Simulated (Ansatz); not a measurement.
# Gallium, dhcp under LDA: from relaxation to bulk modulus

The plan for gallium in the dhcp structure: relax it, solve it on a dense k-mesh, then scale the cell to 7 volumes from 88 to 112 % of the relaxed one and try a fit of the equation of state. Spin polarisation is left out. The k-meshes are 12×12×4 for the relaxation; 16×16×5 for the dense run; 14×14×4 for the volumes.

Method: DFT LDA (PW92), plane waves (420 eV) with PAW, scalar-relativistic; the PAW data stem from PBE, with regenerated cores, in Ansatz 0.2.0.

### Step 1. The starting structure

The structure is hexagonal, space group P6_3/mmc (No. 194). The conventional cell has a = 3.026 Å, b = 3.026 Å, c = 9.883 Å, α = 90.00°, β = 90.00°, γ = 120.00°. Around Ga (site symmetry -3m) lie 12 Ga at 3.03 Å. Ga (site symmetry -6m2) is surrounded by 12 Ga at 3.03 Å.

Coordinates:

```cif
data_structure
_symmetry_space_group_name_H-M 'P 1'
_symmetry_Int_Tables_number 1
_cell_length_a 3.0261
_cell_length_b 3.0261
_cell_length_c 9.8833
_cell_angle_alpha 90.000
_cell_angle_beta 90.000
_cell_angle_gamma 120.000
_cell_volume 78.38
loop_
_atom_site_label
_atom_site_type_symbol
_atom_site_fract_x
_atom_site_fract_y
_atom_site_fract_z
_atom_site_occupancy
Ga1 Ga 0.00000 0.00000 0.00000 1
Ga2 Ga 0.00000 0.00000 0.50000 1
Ga3 Ga 0.33333 0.66667 0.25000 1
Ga4 Ga 0.66667 0.33333 0.75000 1
```

### Step 2. Relaxing cell and atoms

input.yaml

```yaml
crystal:
  lattice:
    - [3.0261186087, 0.0, 0.0]
    - [-1.5130593044, 2.62069559, 0.0]
    - [0.0, 0.0, 9.8833033761]
  atoms:
    - { symbol: Ga, position: [0.0, 0.0, 0.0] }
    - { symbol: Ga, position: [0.0, 0.0, 0.5] }
    - { symbol: Ga, position: [0.3333333333, 0.6666666667, 0.25] }
    - { symbol: Ga, position: [0.6666666667, 0.3333333333, 0.75] }
hamiltonian:
  xc: lda
  pseudopotentials:
    kind: paw
    azcp:
      Ga: "pseudopotentials/Ga.paw.azcp"
basis:
  ecutwfc: 420
  fft_grid_basis: typed
kpoints:
  mp_grid: { grid: [12, 12, 4], shift: [0, 0, 0] }
magnetization:
  spin_polarized: false
scf:
  occupations: { method: fermi_dirac, width: 0.1 }
relax:
  max_steps: 60
  f_tol: 0.01
  cell: {}
output:
  write_density: true
  write_potential: true
  elf: true
  volumetric_format: npy
```

Further steps of the session: Single point on a dense mesh; The cell scaled to 88 % of its volume; The cell scaled to 92 % of its volume; The cell scaled to 96 % of its volume; The cell scaled to 100 % of its volume; The cell scaled to 104 % of its volume; The cell scaled to 108 % of its volume; The cell scaled to 112 % of its volume.

What does the calculation give? Wanted: space group; conventional cell; volume; shortest distance; gap on the mesh; relative to alpha-Ga; V₀, B₀, B₀′.

The runs gave:

| quantity | value |
| --- | --- |
| space group (spins left aside) | P6_3/mmc (No. 194) |
| conventional cell | a = 2.939 Å, c = 9.180 Å (c/a = 3.123) |
| volume | 17.166 Å³/atom |
| shortest distance | 2.854 Å |
| gap on the mesh | none (levels filled in part) |
| relative to alpha-Ga (Cmce) | +54 meV/atom |
| V₀, B₀, B₀′ | 17.209 Å³/atom, 64 GPa, 4.6 |

**Reading.** The relaxation shrank the cell by 12.4 % in volume. Against the reference form of gallium (alpha-Ga (Cmce), computed apart with the same settings) it stands 54 meV/atom higher. Levels at the Fermi energy are filled in part, as in a metal. The fitted modulus is 64 GPa; letting shape and positions relax at each volume could only lower it. The symmetry was held, so the structure may be unstable against distortions that break it.
